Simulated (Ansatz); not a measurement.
**CH₄As+ (triplet): the correlation ladder, cc-pVDZ**

One table from this session's results is given with a row withheld; the runs are named, their logs left out.

Program: Ansatz 0.2.0, Gaussian basis. Level of theory: cc-pVDZ, core rule «outside noble gas», up to 15 orbitals frozen. These are calculated values, not measurements.

The runs, in order: UHF; CCSD(T) on ROHF; CCSD(T) on UHF; BCCD(T) on ROHF; CISD; CCSDT(Q) on ROHF; CCSDT(Q) on UHF.

19 further runs of the same task are left out: 1 for a known fault of the program, 7 that didn't finish, 11 set aside as unsound or not needed.

### The geometry

The geometry is a PBE0/def2-TZVP stationary point (not a proven minimum) of the parent state, kept for this charge and spin. No spin-orbit coupling is included. The filled d shell of As may be among the frozen orbitals whatever the setting's name suggests; the logs give the count.

6 atoms, charge 1, spin multiplicity 3.

Atoms are counted from 1 here; the program's logs count them from 0.

Bond lengths: C1–As2 1.967 Å, C1–H3 1.091 Å, C1–H4 1.090 Å, C1–H5 1.091 Å, As2–H6 1.530 Å. Angles: As2–C1–H3 110.4°, As2–C1–H4 109.1°, As2–C1–H5 110.4°, H3–C1–H4 109.2°, H3–C1–H5 108.6°, H4–C1–H5 109.2°, C1–As2–H6 94.2°.

Set-up of the first run:

in.yaml reads:

```yaml
crystal:
  periodic: [false, false, false]
  atoms:
    - {symbol: C, position_ang: [0.000000, -0.031759, 1.630734]}
    - {symbol: As, position_ang: [0.000000, 0.026825, -0.335621]}
    - {symbol: H, position_ang: [-0.886340, -0.553826, 1.995085]}
    - {symbol: H, position_ang: [0.000000, 0.987067, 2.017353]}
    - {symbol: H, position_ang: [0.886340, -0.553826, 1.995085]}
    - {symbol: H, position_ang: [0.000000, -1.494918, -0.492322]}
basis:
  gaussian: {orbitals: cc-pVDZ}
total_charge: 1
magnetization: {spin_polarized: true, initial_magnetization: 2}
hamiltonian: {xc: hf}
output: {orbitals: {seedname: orbitals}}
```

The run is started by

```sh
$ ansatz run in.yaml --threads 1 --pin off --events-out ev --progress --plain --max-ram 2393MiB
```

Steps of the session up to this table: UHF; CCSD(T) on ROHF; CCSD(T) on UHF; BCCD(T) on ROHF; CISD; CCSDT(Q) on ROHF; CCSDT(Q) on UHF.

One of the session's tables, all rows but one given; the rest of the session is left out.

| method | from UCCSDT(Q) (kJ/mol) |
| --- | --- |
| ROHF | +691.7 |
| UHF | +683.3 |
| RMP2 | +114.8 |
| UMP2 | +114.9 |
| CISD | +73.5 |
| RCCSD | +23.2 |
| UCCSD | +22.0 |
| RCCSD(T) | +4.4 |
| UCCSD(T) | +3.5 |
| BCCD(T) | ? |
| RCCSDT | +1.9 |
| UCCSDT | +0.9 |
| RCCSDT(Q) | +0.9 |
| UCCSDT(Q) | 0 |

**Question.** Estimate the row for BCCD(T).

The run gave: from UCCSDT(Q) (kJ/mol): +4.3. In the column «from UCCSDT(Q) (kJ/mol)» it lies between UCCSD(T) (+3.5) and RCCSD(T) (+4.4).

Caveats from the session: Restricted and unrestricted rows rest on different reference determinants; where their highest levels disagree by more than a few hundredths of an eV, they describe different states and don't form one ladder.
